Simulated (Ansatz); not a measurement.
# Pt (diamond type): how the settings move a single-point run

Aim: see which settings change the result for Pt (diamond type), by how much, and at what cost.

Method: reference: DFT, LDA, PAW with Ansatz's default frozen-core files, scalar-relativistic, in Ansatz 0.2.0.

## (1) The starting structure

It takes space group Fd-3m (No. 227, cubic). Conventional cell: a = 5.132 Å, b = 5.132 Å, c = 5.132 Å, α = 90.00°, β = 90.00°, γ = 90.00°. Pt (site symmetry -43m) has 4 Pt at 2.22 Å in its first shell of neighbours.

Coordinates:

```
Pt
1.0
     0.00000    2.56615    2.56615
     2.56615    0.00000    2.56615
     2.56615    2.56615    0.00000
Pt
2
Direct
  0.87500 0.87500 0.87500
  0.12500 0.12500 0.12500
```

## (2) Baseline

input.yaml

```yaml
crystal:
  lattice:
    - [0.0, 2.566145116, 2.566145116]
    - [2.566145116, 0.0, 2.566145116]
    - [2.566145116, 2.566145116, 0.0]
  atoms:
    - { symbol: Pt, position: [-0.125, -0.125, -0.125] }
    - { symbol: Pt, position: [0.125, 0.125, 0.125] }
kpoints:
  mp_grid: { grid: [12, 12, 12] }
scf:
  occupations: { method: fermi_dirac, width: 0.1 }
hamiltonian:
  xc: lda
  pseudopotentials: { kind: paw }
output:
  forces: true
  stress: true
  eigenvalues: true
  populations: true
```

On the command line:

```bash
> ansatz run input.yaml --threads 1 --pin off --max-ram 2048MiB --backend cpu --events-out ev --progress --plain --runs-dir out
```

## (3) Variant: occupations.method tetrahedron, dr2_threshold 1.0e-06, width left out

input.yaml: that of step 2 with these lines changed.

```diff
@@ -11,3 +11,4 @@
 scf:
-  occupations: { method: fermi_dirac, width: 0.1 }
+  occupations: { method: tetrahedron }
+  convergence: { dr2_threshold: 1.0e-06 }
 hamiltonian:
```

Before running it: what results should come out? Wanted: for each run, ending; energy change; pressure; gap; force.

The runs gave:

```tsv
run	ending	energy change	pressure (GPa)	gap (eV)	force (eV/Å)	cycles	time
reference	converged	0	88.1	0.00	0.00	6	3.2 s
1: occupations.method tetrahedron, dr2_threshold 1.0e-06, width left out	converged	-0.9 meV/atom (σ→0)	87.5	0.00	0.00	5	2.4 s
```

Residual by cycle in the longest SCF loop of each run; runs are numbered as in the table. The quantity is the density residual dr2, in eV.

```tsv
cycle	reference	run 1
1	0.012	0.0152
2	0.00403	0.00497
3	1.8e-4	2.1e-4
4	2.4e-5	2.8e-5
5	4.7e-7	5.6e-7
6	2.6e-8	-
```

**Reading.** Changing the smearing and convergence setting moves the energy by -0.9 meV/atom (σ→0 values), and the pressure goes from 88.1 to 87.5 GPa. Cost: 5 SCF cycles against 6. The structure is not at rest: the sound run finds 88 GPa, so these are no properties of the relaxed crystal. 
